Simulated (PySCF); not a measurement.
Molecule: FCCl2H, in a box.

```
F C Cl H
1.0
    12.00000    0.00000    0.00000
     0.00000   11.00000    0.00000
     0.00000    0.00000   12.00000
F C Cl H
1 1 2 1
Direct
  0.43375 0.50176 0.60490
  0.48994 0.49552 0.50394
  0.60909 0.41067 0.50891
  0.39315 0.44515 0.40348
  0.51279 0.59285 0.47805
```

The cell isn't the ideal one: atoms moved at random, drawn with an rms of 0.05 Å.

Base run:

* Program: PySCF 2.14.0
* Functional: SCAN
* Potentials or basis: 6-31g* (all-electron)
* k mesh: 1 × 1 × 1
* Occupations: fixed
* Spin: no spin polarisation

Its results: gap between the frontier levels 7.05 eV.

Question: The run is repeated on the same cell with these changes: functional from SCAN to PBE. What comes out?

Answer: Gap between the frontier levels 6.44 eV.

SCAN gives the wider gap, since meta-GGAs in the generalised Kohn-Sham scheme recover part of the derivative discontinuity.

Caveats: this is a molecule in a periodic box at the Γ point, so its band gap is the HOMO-LUMO gap; the basis of atomic orbitals isn't converged, which shifts pressures, moduli and gaps.

